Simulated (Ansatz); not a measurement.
The system is NiMoIrPdW.

```xyz
5
Lattice="2.3446 -1.4314 0.0091 2.3446 1.4314 0.0091 -2.2060 0.0000 10.9237" Properties=species:S:1:pos:R:3 pbc="T T T"
Ni    1.6857    0.0000    3.2343
Mo   -0.5221    0.0000    9.9690
Pd    0.0775    0.0000    5.3638
Ir    3.2778    0.0000    1.1936
W     1.6891    0.0000    7.5942
```

The cell was built by a generator and needn't be a form met in nature.

| Item | Value |
| --- | --- |
| Program | Ansatz 0.2.0 |
| Task | relaxation of cell and atoms |
| Functional | PBEsol |
| Potentials or basis | all-electron PAW datasets made for the crystal |
| k mesh | 7 × 7 × 2 |
| Occupations | fermi-dirac, width 0.05 eV |
| Spin | collinear spin, ferromagnetic start |
| Starting moments | [1.0, 1.0, 0.0, 0.6, 0.0] μB |

At the start: volume 14.68 Å³/atom.

Task: Where does the relaxation end?

Result: Over 6 steps the energy falls by 14.9 meV/atom and the volume is 14.16 Å³/atom (-3.5 %); space group Cm (No. 8, to 0.05 Å); moment 0.32 μB per cell.

The path:
| step | energy change (eV) | largest force (eV/Å) | volume (Å³) |
| --- | --- | --- | --- |
| 1 | 0.0000 | 0.0880 | 73.38 |
| 2 | -0.0729 | 0.0558 | 71.16 |
| 3 | -0.0745 | 0.0224 | 70.80 |
| 4 | -0.0746 | 0.0071 | 70.82 |
| 5 | -0.0746 | 0.0016 | 70.82 |
| 6 | -0.0745 | 0.0016 | 70.82 |

Final structure:
```
CELL_PARAMETERS angstrom
2.32176 -1.40949 0.00592
2.32176 1.40949 0.00592
-2.19872 0.00000 10.81540
ATOMIC_POSITIONS crystal
Ni 0.49670 0.49670 0.29626
Mo 0.31364 0.31364 0.91164
Pd 0.25012 0.25012 0.48979
Ir 0.74720 0.74720 0.10866
W 0.69231 0.69231 0.69365
```

Caveat: the k mesh is coarse (spacing up to 0.37 Å⁻¹), so the values aren't converged; the k mesh is thin for a metal, which can move the energy by tens of meV per atom; the starting moments weren't kept.
